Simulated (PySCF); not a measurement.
# C3H6ClGeN: NMR shifts at several levels of theory, part 2 of 2

PySCF 2.14.0. Atoms count from 0. The steps go on from the part before.

### 8 Nuclear shieldings: KT2/pcSseg-1

What the job is given:

```
{"job": {"kind": "nmr", "xc": "KT2", "basis": "pcSseg-1", "pop": false}, "charge": 0, "multiplicity": 1}
C     -2.151324    -0.922555     0.459039
N     -0.957309    -0.557603     0.233037
C     -0.610307     0.733980    -0.103966
Cl    -1.875258     1.956666    -0.239158
C      0.671967     1.061432    -0.325840
Ge     2.059785    -0.294243    -0.168561
H     -3.008585    -0.230944     0.402043
H     -2.339456    -1.970620     0.723001
H      0.911896     2.094099    -0.590249
H      2.113805    -0.848940     1.263371
H      3.403309     0.388360    -0.495010
H      1.820482    -1.437518    -1.166455
```

Level: GIAO KT2/pcSseg-1 NMR shielding, non-relativistic, gas phase.

What it wrote:

```text
coarse grid: 49224 points
cycle   1  E = -2724.4374703806  dE = -7.441e-02  |g| = 6.979e-01  |ddm| = 3.339e+00
cycle   2  E = -2724.2595064379  dE =  1.780e-01  |g| = 1.033e+00  |ddm| = 1.310e+00
cycle   3  E = -2724.4439717001  dE = -1.845e-01  |g| = 4.354e-01  |ddm| = 1.178e+00
cycle   4  E = -2724.4995419874  dE = -5.557e-02  |g| = 8.600e-02  |ddm| = 4.610e-01
cycle   5  E = -2724.5008213211  dE = -1.279e-03  |g| = 2.950e-02  |ddm| = 9.664e-02
cycle   6  E = -2724.5010288247  dE = -2.075e-04  |g| = 1.113e-02  |ddm| = 4.037e-02
cycle   7  E = -2724.5010561461  dE = -2.732e-05  |g| = 4.080e-03  |ddm| = 1.320e-02
cycle   8  E = -2724.5010591243  dE = -2.978e-06  |g| = 1.848e-03  |ddm| = 4.542e-03
final grid: 101632 points
cycle   9  E = -2724.5010601637  dE =  4.353e-06  |g| = 4.599e-03  |ddm| = 6.388e-03
cycle  10  E = -2724.5010297037  dE =  3.046e-05  |g| = 1.190e-02  |ddm| = 1.530e-02
cycle  11  E = -2724.5010652330  dE = -3.553e-05  |g| = 8.238e-04  |ddm| = 1.111e-02
cycle  12  E = -2724.5010653948  dE = -1.618e-07  |g| = 1.361e-04  |ddm| = 7.915e-04
cycle  13  E = -2724.5010653995  dE = -4.622e-09  |g| = 4.598e-05  |ddm| = 1.575e-04
cycle  14  E = -2724.5010654001  dE = -6.312e-10  |g| = 9.926e-06  |ddm| = 5.409e-05
converged SCF energy = -2724.5010654001

GIAO shielding tensors (ppm)
atom      isotropic    diamagn.    paramagn.     s11        s22        s33       span
  0 C       40.010     252.927    -212.918    -37.278     27.138    130.169    167.447
  1 N      -92.881     330.130    -423.012   -362.062   -129.277    212.694    574.756
  2 C       35.124     255.405    -220.281    -54.631     65.519     94.484    149.115
  3 Cl     719.253    1148.917    -429.664    420.681    757.501    979.576    558.895
  4 C       55.549     257.717    -202.169    -23.361     53.740    136.267    159.629
  5 Ge    1581.005    2758.528   -1177.523   1534.342   1541.689   1666.985    132.643
  6 H       23.800      29.461      -5.661     21.967     22.174     27.258      5.290
  7 H       24.167      29.209      -5.042     22.427     24.217     25.857      3.430
  8 H       25.025      31.151      -6.126     21.811     23.653     29.611      7.800
  9 H       26.698      27.688      -0.990     20.535     22.532     37.028     16.493
 10 H       27.169      27.426      -0.257     20.997     22.623     37.887     16.890
 11 H       26.684      27.689      -1.005     20.507     22.543     37.003     16.496
```

Run time: 37 s. Hardware: 1 thread of Arm Neoverse N1, shared host; peak memory 0.81 GiB.

Key values: δ C2 148.1, C0 143.2, C4 127.7, N1 357.2, H6 7.38, H7 7.01 ppm.

### 9 Shielding tensors: KT3/pcSseg-1

The job, as its differences from that of step 8:

```diff
@@ -1,2 +1,2 @@
-{"job": {"kind": "nmr", "xc": "KT2", "basis": "pcSseg-1", "pop": false}, "charge": 0, "multiplicity": 1}
+{"job": {"kind": "nmr", "xc": "KT3", "basis": "pcSseg-1", "pop": false}, "charge": 0, "multiplicity": 1}
 C     -2.151324    -0.922555     0.459039
```

Level: GIAO KT3/pcSseg-1 NMR shielding, non-relativistic, gas phase.

What it wrote:

```text
coarse grid: 49224 points
cycle   1  E = -2723.3294947041  dE = -9.325e-02  |g| = 6.789e-01  |ddm| = 3.358e+00
cycle   2  E = -2723.1545482189  dE =  1.749e-01  |g| = 1.009e+00  |ddm| = 1.329e+00
cycle   3  E = -2723.3387995303  dE = -1.843e-01  |g| = 4.299e-01  |ddm| = 1.169e+00
cycle   4  E = -2723.3929620801  dE = -5.416e-02  |g| = 8.714e-02  |ddm| = 4.555e-01
cycle   5  E = -2723.3942920035  dE = -1.330e-03  |g| = 2.933e-02  |ddm| = 9.601e-02
cycle   6  E = -2723.3944979877  dE = -2.060e-04  |g| = 1.059e-02  |ddm| = 4.047e-02
cycle   7  E = -2723.3945221017  dE = -2.411e-05  |g| = 4.064e-03  |ddm| = 1.258e-02
cycle   8  E = -2723.3945248335  dE = -2.732e-06  |g| = 1.987e-03  |ddm| = 4.380e-03
final grid: 101632 points
cycle   9  E = -2723.3945194726  dE =  5.373e-06  |g| = 5.041e-03  |ddm| = 6.788e-03
cycle  10  E = -2723.3944813693  dE =  3.810e-05  |g| = 1.317e-02  |ddm| = 1.636e-02
cycle  11  E = -2723.3945257126  dE = -4.434e-05  |g| = 8.235e-04  |ddm| = 1.194e-02
cycle  12  E = -2723.3945258760  dE = -1.634e-07  |g| = 1.440e-04  |ddm| = 7.740e-04
cycle  13  E = -2723.3945258816  dE = -5.618e-09  |g| = 3.511e-05  |ddm| = 1.598e-04
cycle  14  E = -2723.3945258820  dE = -3.652e-10  |g| = 8.298e-06  |ddm| = 4.235e-05
converged SCF energy = -2723.3945258820

GIAO shielding tensors (ppm)
atom      isotropic    diamagn.    paramagn.     s11        s22        s33       span
  0 C       41.338     252.561    -211.223    -37.159     30.880    130.293    167.452
  1 N      -89.149     330.253    -419.402   -355.670   -125.524    213.747    569.417
  2 C       35.922     254.373    -218.451    -53.005     67.396     93.376    146.381
  3 Cl     717.338    1149.105    -431.767    421.337    745.951    984.726    563.389
  4 C       56.049     256.838    -200.789    -23.982     55.066    137.062    161.045
  5 Ge    1566.335    2758.046   -1191.711   1525.121   1529.612   1644.272    119.151
  6 H       23.966      29.552      -5.586     22.084     22.346     27.467      5.384
  7 H       24.318      29.489      -5.171     22.696     24.287     25.971      3.275
  8 H       25.195      31.430      -6.236     22.130     23.620     29.834      7.704
  9 H       27.054      27.998      -0.945     20.996     22.916     37.249     16.254
 10 H       27.501      27.678      -0.177     21.399     22.998     38.105     16.705
 11 H       27.040      28.000      -0.960     20.967     22.928     37.226     16.259
```

It took 36 s on 1 thread of Arm Neoverse N1, shared host; peak memory 0.81 GiB.

Key values: δ C2 146.4, C0 141.0, C4 126.3, N1 351.2, H6 7.35, H7 7.00 ppm.

### 10 Shielding tensors: B97-D/pcSseg-1

The job, as its differences from that of step 9:

```diff
@@ -1,2 +1,2 @@
-{"job": {"kind": "nmr", "xc": "KT3", "basis": "pcSseg-1", "pop": false}, "charge": 0, "multiplicity": 1}
+{"job": {"kind": "nmr", "xc": "B97-D", "basis": "pcSseg-1", "pop": false}, "charge": 0, "multiplicity": 1}
 C     -2.151324    -0.922555     0.459039
```

Method: GIAO B97-D/pcSseg-1 NMR shielding, non-relativistic, gas phase.

What it wrote:

```text
coarse grid: 49224 points
cycle   1  E = -2710.4469673891  dE = -1.078e-01  |g| = 8.660e-01  |ddm| = 3.369e+00
cycle   2  E = -2710.2472482063  dE =  1.997e-01  |g| = 1.205e+00  |ddm| = 1.383e+00
cycle   3  E = -2710.4502687967  dE = -2.030e-01  |g| = 5.091e-01  |ddm| = 1.258e+00
cycle   4  E = -2710.5241708108  dE = -7.390e-02  |g| = 1.056e-01  |ddm| = 5.165e-01
cycle   5  E = -2710.5261215763  dE = -1.951e-03  |g| = 3.305e-02  |ddm| = 1.156e-01
cycle   6  E = -2710.5263822655  dE = -2.607e-04  |g| = 1.331e-02  |ddm| = 4.405e-02
cycle   7  E = -2710.5264207611  dE = -3.850e-05  |g| = 4.878e-03  |ddm| = 1.489e-02
cycle   8  E = -2710.5264249088  dE = -4.148e-06  |g| = 2.237e-03  |ddm| = 5.080e-03
final grid: 101632 points
cycle   9  E = -2710.5264000818  dE =  6.439e-06  |g| = 5.639e-03  |ddm| = 7.526e-03
cycle  10  E = -2710.5263534364  dE =  4.665e-05  |g| = 1.482e-02  |ddm| = 1.788e-02
cycle  11  E = -2710.5264075695  dE = -5.413e-05  |g| = 1.027e-03  |ddm| = 1.306e-02
cycle  12  E = -2710.5264078143  dE = -2.448e-07  |g| = 1.675e-04  |ddm| = 9.322e-04
cycle  13  E = -2710.5264078211  dE = -6.810e-09  |g| = 5.665e-05  |ddm| = 1.866e-04
cycle  14  E = -2710.5264078220  dE = -9.286e-10  |g| = 1.399e-05  |ddm| = 6.771e-05
converged SCF energy = -2710.5264078220

GIAO shielding tensors (ppm)
atom      isotropic    diamagn.    paramagn.     s11        s22        s33       span
  0 C       31.139     252.261    -221.121    -49.809     16.820    126.407    176.215
  1 N     -105.065     329.846    -434.911   -387.739   -142.059    214.602    602.341
  2 C       26.990     254.161    -227.171    -66.165     61.133     86.000    152.165
  3 Cl     698.812    1147.997    -449.185    397.408    724.484    974.544    577.136
  4 C       44.951     256.929    -211.978    -39.152     41.316    132.688    171.840
  5 Ge    1515.007    2756.021   -1241.014   1472.227   1476.023   1596.772    124.545
  6 H       23.870      29.640      -5.770     21.863     22.368     27.378      5.516
  7 H       24.266      29.418      -5.152     22.719     24.168     25.912      3.194
  8 H       25.103      31.140      -6.037     22.286     23.052     29.971      7.685
  9 H       26.929      27.932      -1.003     20.866     22.786     37.134     16.267
 10 H       27.376      27.590      -0.213     21.266     22.871     37.993     16.727
 11 H       26.914      27.933      -1.019     20.837     22.796     37.110     16.274
```

Run time: 37 s. Hardware: 1 thread of Arm Neoverse N1, shared host; peak memory 0.81 GiB.

This run: δ C2 152.2, C0 148.0, C4 134.2, N1 365.9, H6 7.54, H7 7.14 ppm.

### 11 Nuclear shieldings: B3LYP/pcSseg-1

The job, as its differences from that of step 10:

```diff
@@ -1,2 +1,2 @@
-{"job": {"kind": "nmr", "xc": "B97-D", "basis": "pcSseg-1", "pop": false}, "charge": 0, "multiplicity": 1}
+{"job": {"kind": "nmr", "xc": "B3LYP", "basis": "pcSseg-1", "pop": false}, "charge": 0, "multiplicity": 1}
 C     -2.151324    -0.922555     0.459039
```

Level: GIAO B3LYP/pcSseg-1 NMR shielding, non-relativistic, gas phase.

What it wrote:

```text
coarse grid: 49224 points
cycle   1  E = -2709.5662194262  dE = -3.738e-02  |g| = 9.746e-01  |ddm| = 3.338e+00
cycle   2  E = -2709.4748506987  dE =  9.137e-02  |g| = 1.127e+00  |ddm| = 1.134e+00
cycle   3  E = -2709.6274023080  dE = -1.526e-01  |g| = 2.811e-01  |ddm| = 8.468e-01
cycle   4  E = -2709.6468886062  dE = -1.949e-02  |g| = 8.782e-02  |ddm| = 2.882e-01
cycle   5  E = -2709.6484679207  dE = -1.579e-03  |g| = 1.433e-02  |ddm| = 7.970e-02
cycle   6  E = -2709.6485127000  dE = -4.478e-05  |g| = 6.484e-03  |ddm| = 1.972e-02
cycle   7  E = -2709.6485216881  dE = -8.988e-06  |g| = 2.167e-03  |ddm| = 6.493e-03
final grid: 101632 points
cycle   8  E = -2709.6485109452  dE =  2.721e-06  |g| = 4.104e-03  |ddm| = 4.561e-03
cycle   9  E = -2709.6484985586  dE =  1.239e-05  |g| = 8.423e-03  |ddm| = 9.414e-03
cycle  10  E = -2709.6485146968  dE = -1.614e-05  |g| = 3.204e-04  |ddm| = 6.598e-03
cycle  11  E = -2709.6485147221  dE = -2.530e-08  |g| = 6.463e-05  |ddm| = 3.949e-04
cycle  12  E = -2709.6485147232  dE = -1.020e-09  |g| = 1.580e-05  |ddm| = 7.393e-05
cycle  13  E = -2709.6485147232  dE = -5.775e-11  |g| = 4.047e-06  |ddm| = 1.550e-05
converged SCF energy = -2709.6485147232

GIAO shielding tensors (ppm)
atom      isotropic    diamagn.    paramagn.     s11        s22        s33       span
  0 C       23.881     251.953    -228.072    -66.148     10.570    127.222    193.370
  1 N     -125.984     330.099    -456.083   -437.311   -160.608    219.967    657.279
  2 C       20.871     253.223    -232.351    -85.240     62.880     84.975    170.215
  3 Cl     708.813    1147.136    -438.322    412.630    722.321    991.489    578.859
  4 C       38.483     257.047    -218.564    -54.417     36.485    133.380    187.798
  5 Ge    1546.494    2753.369   -1206.876   1505.140   1509.771   1624.570    119.430
  6 H       23.865      29.558      -5.693     21.677     22.197     27.721      6.043
  7 H       24.152      29.300      -5.148     22.527     23.933     25.995      3.468
  8 H       25.059      31.080      -6.020     22.151     22.960     30.067      7.916
  9 H       26.992      27.850      -0.858     20.838     22.751     37.388     16.550
 10 H       27.438      27.585      -0.146     21.213     22.838     38.264     17.052
 11 H       26.977      27.850      -0.873     20.807     22.761     37.364     16.556
```

It took 27 s on 1 thread of Arm Neoverse N1, shared host; peak memory 0.9 GiB.

In short: δ C2 158.4, C0 155.4, C4 140.8, N1 389.5, H6 7.52, H7 7.23 ppm.

### 12 Comparing the runs: NMR shifts

Shifts (ppm) of some atoms, chosen among heavy atoms and hydrogens apart, means over like atoms, with basis size and wall time:

```tsv
run	C0	C4	H7	H9	N1	Cl3	Ge5	functions	time
HF/pcSseg-1	159.5	134.6	7.51	4.03	380.1	154	-213	163	16 s
LDA/pcSseg-1	160.9	146.6	7.37	4.62	402.6	262	-279	163	32 s
PBE/pcSseg-1	152.8	138.8	7.24	4.36	381.4	240	-263	163	38 s
BLYP/pcSseg-1	151.6	140.1	7.11	4.30	386.6	239	-269	163	38 s
BP86/pcSseg-1	152.8	138.9	7.23	4.41	378.9	238	-264	163	38 s
OPBE/pcSseg-1	147.5	131.6	7.32	4.28	358.7	227	-241	163	38 s
KT2/pcSseg-1	143.2	127.7	7.01	4.33	357.2	223	-258	163	37 s
KT3/pcSseg-1	141.0	126.3	7.00	4.12	351.2	217	-246	163	36 s
B97-D/pcSseg-1	148.0	134.2	7.14	4.34	365.9	227	-256	163	37 s
B3LYP/pcSseg-1	155.4	140.8	7.23	4.25	389.5	222	-255	163	27 s
```

### 13 What came out

This closing draws on all 2 parts.

```
                                                            quantity                       value
                                13C shifts against TMS (HF/pcSseg-1)     159.5, 155.2, 134.6 ppm
1H shifts against TMS (HF/pcSseg-1, means over atoms taken as alike)  7.54, 7.51, 6.12, 4.03 ppm
                                15N shifts against NH3 (HF/pcSseg-1)                   380.1 ppm
                               35Cl shifts against HCl (HF/pcSseg-1)                     154 ppm
                             73Ge shifts against GeMe4 (HF/pcSseg-1)                    -213 ppm
                                           range of the shift of Cl3              154 to 262 ppm
```

What this shows: Single values in the summary come from the first sound run of each kind (HF/pcSseg-1), which need not be the best level. At HF/pcSseg-1: The largest span, 694 ppm, is at N1, where the paramagnetic term is -445 ppm. In ppm, Cl3 moves most: its shift spreads over 108 ppm, from 154 (HF/pcSseg-1) to 262 (LDA/pcSseg-1). Spin-orbit coupling is left out, which matters for shieldings and couplings at and beside the heavy atoms.
